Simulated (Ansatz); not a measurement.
# Sc: a tetragonal deformation path and further scans

An exercise on one series of results from a longer session: the logs are not shown, and one member is left open.

Program: Ansatz 0.2.0. Level of theory: DFT LDA, scalar-relativistic, plane waves, PAW. These are calculated values, not measurements.

### Starting point

The structure is cubic, space group Fm-3m (No. 225). The conventional cell has a = 4.541 Å, b = 4.541 Å, c = 4.541 Å, α = 90.00°, β = 90.00°, γ = 90.00°. Sc (site symmetry m-3m) has 12 Sc at 3.21 Å as nearest neighbours.

Coordinates:

```
Sc
1.0
     0.00000    2.27050    2.27050
     2.27050    0.00000    2.27050
     2.27050    2.27050    0.00000
Sc
1
Direct
  0.00000 0.00000 0.00000
```

The cell is taken as given, not relaxed at this level.

The first run:

input.yaml reads:

```yaml
crystal:
  lattice:
    - [0.0, 2.2705, 2.2705]
    - [2.2705, 0.0, 2.2705]
    - [2.2705, 2.2705, 0.0]
  atoms:
    - { symbol: Sc, position: [0.0, 0.0, 0.0] }
basis:
  ecutwfc: 420
kpoints:
  mp_grid: { grid: [20, 20, 20] }
hamiltonian:
  xc: lda
scf:
  occupations: { method: gaussian, width: 0.15 }
output:
  forces: true
  stress: true
  eigenvalues: true
```

Steps of the session up to this table: The reference: the undisturbed cell on the scan's mesh; Point ρ = 0.707; Point ρ = 1.414; ρ = 0.850; Point ρ = 1.200; At ρ = 0.780; At ρ = 1.300.

One table of the session follows, with a row left open; its other results are not shown here.

It belongs to the step «The scan collected». Collected from the runs (energy zero: the undisturbed cell):

```
    ρ  ΔE (meV/atom)  pressure (GPa)
0.707           71.9            -1.7
0.780           59.3            -2.0
0.850           31.5            -2.3
1.000            0.0            -2.4
1.200              ?               ?
1.300          125.9            -2.5
1.414          227.6            -2.3
```

Q: Estimate the row for ρ = 1.200 from the others.

Worked estimate for «ΔE (meV/atom)». A straight line through the neighbours (1.000, 0.0) and (1.300, 125.9) gives 0.0 + (125.9 − 0.0) × (1.200 − 1.000) / (1.300 − 1.000) = 83.9; a parabola fitted to 4 rows on both sides gives 56.7.

As computed: ΔE (meV/atom): 58.9; pressure (GPa): -2.6. In «ΔE (meV/atom)» the line misses by +25.0 and the parabola by -2.2.
